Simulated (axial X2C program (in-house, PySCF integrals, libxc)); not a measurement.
**A two-component session on ITe: properties at the nuclei**

Aim: properties at the nuclei of ITe, with spin–orbit coupling in the Hamiltonian from the start.

Program: an in-house X2C program for linear molecules on PySCF integrals. Level of theory: two-component X2C with atomic mean-field terms, I dyall-cv3z, Te dyall-cv3z. These are calculated values, not measurements.

## 1. Input

Input file task.json:

```json
{"zs": [53, 52], "q": 0, "bas": ["dyall-cv3z", "dyall-cv3z"], "r0": 2.69, "levels": ["PBE0", "HF", "LDA", "BHandHLYP", "PBE"], "nst": 3}
```

Keys: zs atomic numbers; q charge; bas basis sets; r0 starting distance in Å; levels methods (HF also brings MP2); nst determinants followed.

Started as:

```console
python soeom.py task.json out
```

Further steps of the session: Expectation values, lowest determinant; Expectation values, a higher determinant; Expectation values, a higher determinant.

What does the calculation give? Wanted: lowest determinant; Eeff magnitude; Ws magnitude I; A∥/gI I; qzz I; higher determinant (for each run or level that gives them).

The runs gave:

| quantity | value |
| --- | --- |
| lowest determinant | Ω = 3/2 (excess of +ω over −ω: ω = 3/2) |
| Eeff magnitude (GV/cm), PBE0 | 1.35 |
| Ws magnitude I (kHz), PBE0 | 0.021 |
| A∥/gI I (MHz), PBE0 | 139 |
| qzz I (a.u.), PBE0 | 10.19 |
| higher determinant | Ω = 1/2 (excess of +ω over −ω: ω = 1/2) |
| Eeff magnitude (GV/cm), PBE0, higher determinant | 2.54 |
| Ws magnitude I (kHz), PBE0, higher determinant | 0.653 |
| A∥/gI I (MHz), PBE0, higher determinant | 668 |
| qzz I (a.u.), PBE0, higher determinant | 10.32 |
| higher determinant | Ω = 1/2 (excess of +ω over −ω: ω = 1/2) |
| Eeff magnitude (GV/cm), PBE0, higher determinant | 0.895 |
| Ws magnitude I (kHz), PBE0, higher determinant | 16.2 |
| A∥/gI I (MHz), PBE0, higher determinant | 1750 |
| qzz I (a.u.), PBE0, higher determinant | 1.00 |

In the first state, the effective field runs from 0.776 to 3.85 GV/cm over the mean-field levels, so the levels don't agree on it. The expectation values come from single determinants, which for open shells can mix terms of unlike spin or miss the lowest Ω, so a determinant need not be a state. Eeff is the effective electric field on the electron dipole moment in this Ω state and Ws the scalar–pseudoscalar constant (defined with the proton number Z and per Ω); A∥ is the parallel hyperfine constant, which follows by multiplying with the nuclear g factor gI = μI/(I μN); qzz is the electric field gradient, eQq0 = 234.96 MHz × Q/barn × qzz; μ is positive if Te is the positive end. The operators were transformed with the bare-nucleus X2C matrices.
